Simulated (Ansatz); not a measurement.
Crystal: LiFeN.

```
Fe N Li
1.0
     3.10060    0.00000    0.00000
    -1.55030    2.68520    0.00000
     0.00000    0.00000    4.14534
Fe N Li
1 1 1
Direct
  0.33333 0.66667 0.50000
  0.00000 0.00000 0.50000
  0.00000 0.00000 0.00000
```

The cell comes from a database or a generator and needn't be the stable form of this composition.

Base run:

* Program: Ansatz 0.2.0
* Functional: PBE
* Potentials or basis: Ansatz PAW
* Cutoff: 420 eV (not typed: the program's choice for these potentials)
* k mesh: 10 × 10 × 7
* Occupations: fermi-dirac, width 0.05 eV
* Spin: no spin polarisation

Its results: band gap on the k mesh none (metal or under the smearing width); pressure -1.1 GPa.

Problem. The run is repeated on the same cell with these changes: spin from no spin polarisation to collinear spin, random start. What comes out?

Solution. Band gap on the k mesh none (metal or under the smearing width); pressure -1.1 GPa; net moment 0.11 μB per cell; site moments Fe +0.10; N -0.00; Li -0.00 μB.
